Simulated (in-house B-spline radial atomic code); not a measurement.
# Cs²⁸⁺: ionisation energy by several methods

How far do functionals differ on the ionisation energy of Cs²⁸⁺? Each run solves Cs²⁸⁺ and then the next ion ([Ar] 3d8).

The numbers are computed with in-house B-spline radial atomic code version 1 (scalar-relativistic (X2C), several functionals, spin-polarised; spherical all-electron atom at the radial basis limit), except any that are marked as measured or tabulated.

## Step 1: The system

| Quantity | Value |
| --- | --- |
| element | caesium (Z = 55) |
| charge | +28 |
| electrons | 27 |
| configuration | [Ar] 3d9 |
| nucleus | Fermi, rms radius 4.804 fm |

Outer shells as boxes (Hund's rule):

[Ar] 3d9
```
[Ar] core
3d [↑↓][↑↓][↑↓][↑↓][↑ ]
```

Where spins are not typed, each open shell is filled with up spins first.

## Step 2: r2SCAN, a meta-GGA

Settings, as recorded:

```ini
Z = 55
electrons = 27.0
configuration = [Ar] 3d9
hamiltonian = x2c
method = r2scan
spin_polarised = True
nucleus = fermi
rms_radius = 4.8041
mass_number = 133
atomic_mass = 132.905451958
speed_of_light = 137.035999084
```

## Step 3: TPSS, a meta-GGA

Changes to the settings of step 2:

```diff
@@ -4,3 +4,3 @@
 hamiltonian = x2c
-method = r2scan
+method = tpss,tpss
 spin_polarised = True
```

## Step 4: M06-L, a meta-GGA

Changes to the settings of step 3:

```diff
@@ -4,3 +4,3 @@
 hamiltonian = x2c
-method = tpss,tpss
+method = m06l
 spin_polarised = True
```

## Step 5: PW91, a GGA

Changes to the settings of step 4:

```diff
@@ -4,3 +4,3 @@
 hamiltonian = x2c
-method = m06l
+method = pw91,pw91
 spin_polarised = True
```

## Step 6: AM05, a GGA

Changes to the settings of step 5:

```diff
@@ -4,3 +4,3 @@
 hamiltonian = x2c
-method = pw91,pw91
+method = am05
 spin_polarised = True
```

The tabulated ionisation energy is 1672 ± 4 eV (tabulated theoretical; NIST Atomic Spectra Database). What does each method give, and which comes nearest?

The runs gave:

| method | rung | total energy (hartree) | ΔSCF (eV) | −ε highest (eV) | ΔSCF less tabulated (eV) |
| --- | --- | --- | --- | --- | --- |
| PW91 | GGA | -7364.4477 | 1680.53 | 1639.24 (3d down) | +8.53 |
| AM05 | GGA | -7357.5915 | 1679.95 | 1638.65 (3d down) | +7.95 |
| r2SCAN | meta-GGA | -7364.0798 | 1682.34 | 1641.69 (3d down) | +10.34 |
| TPSS | meta-GGA | -7363.8745 | 1679.77 | 1638.60 (3d down) | +7.77 |
| M06-L | meta-GGA | -7364.1750 | 1683.08 | 1642.45 (3d down) | +11.08 |

What this shows: Tables give 1672 ± 4 eV (tabulated theoretical; NIST Atomic Spectra Database) for the ionisation energy. TPSS misses by +7.77 eV, the least, and M06-L by +11.08 eV (0.66 %), the most. All methods miss on the same side by much the same amount, which points to something that they share. Relativistic terms that these runs lack can be as large as the gaps between close methods, so the nearest may be so by luck. Spin-orbit coupling is left out. Open shells are averaged (over orientations, and over spins where the run is restricted), while tables refer to the lowest levels.

Members of this set that are not shown: 2 used exact exchange with fractional occupations of an open shell, which is unsound here.
